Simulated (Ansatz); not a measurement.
# C2H7GeI: the cost of one run

Program: Ansatz 0.2.0. Level of theory: RKS r2SCAN-D4/def2-SVP. These are calculated values, not measurements.

### Step 1. The structure to begin with

Bond lengths: C1–C2 1.471 Å, C2–Ge3 1.941 Å, Ge3–I4 2.477 Å, C1–H5 1.161 Å, C1–H6 1.158 Å, C1–H7 1.116 Å, C2–H8 1.126 Å, C2–H9 1.100 Å, Ge3–H10 1.575 Å, Ge3–H11 1.567 Å. Angles (14 of 18 angles, heavy atoms first): C1–C2–Ge3 109.4°, C2–Ge3–I4 112.4°, C1–C2–H8 107.6°, C1–C2–H9 111.4°, Ge3–C2–H8 108.6°, Ge3–C2–H9 110.6°, C2–C1–H5 111.1°, C2–C1–H6 111.4°, C2–C1–H7 114.6°, C2–Ge3–H10 108.3°, C2–Ge3–H11 108.2°, I4–Ge3–H10 109.4°, I4–Ge3–H11 110.7°, H8–C2–H9 109.2°.

Structure file:

```xyz
11

C    -0.4668    1.2350    0.3284
C    -0.2952   -0.1688    0.7337
Ge    0.7457   -1.1047   -0.6106
I    -0.4185   -1.2229   -2.7932
H    -1.0628    1.3135   -0.6652
H    -1.1159    1.8179    1.0896
H     0.4854    1.8047    0.2113
H     0.2790   -0.1767    1.7021
H    -1.2653   -0.6637    0.8850
H     2.1169   -0.3495   -0.7884
H     1.0629   -2.5418   -0.0721
```

### Step 2. End point A

Contents of input.yaml:

```yaml
crystal:
  periodic: [false, false, false]
  atoms:
    - { symbol: C, position_ang: [-0.4668, 1.235, 0.3284] }
    - { symbol: C, position_ang: [-0.2952, -0.1688, 0.7337] }
    - { symbol: Ge, position_ang: [0.7457, -1.1047, -0.6106] }
    - { symbol: I, position_ang: [-0.4185, -1.2229, -2.7932] }
    - { symbol: H, position_ang: [-1.0628, 1.3135, -0.6652] }
    - { symbol: H, position_ang: [-1.1159, 1.8179, 1.0896] }
    - { symbol: H, position_ang: [0.4854, 1.8047, 0.2113] }
    - { symbol: H, position_ang: [0.279, -0.1767, 1.7021] }
    - { symbol: H, position_ang: [-1.2653, -0.6637, 0.885] }
    - { symbol: H, position_ang: [2.1169, -0.3495, -0.7884] }
    - { symbol: H, position_ang: [1.0629, -2.5418, -0.0721] }
basis:
  gaussian: { orbitals: def2-SVP }
hamiltonian:
  xc: r2scan
  dispersion: d4
relax:
  f_tol: 0.015
  max_steps: 40
output:
  orbitals: {}
```

The run is started by

```bash
$ ansatz run input.yaml --threads 2 --pin off --max-ram 3072MiB --backend cpu --events-out ev --progress --plain --runs-dir out
```

**Question.** How long does this run take on 2 threads of Intel Xeon 6975P-C (Granite Rapids), shared host, and how much memory does it need?

About 21 s, with a peak of 0.22 GiB.
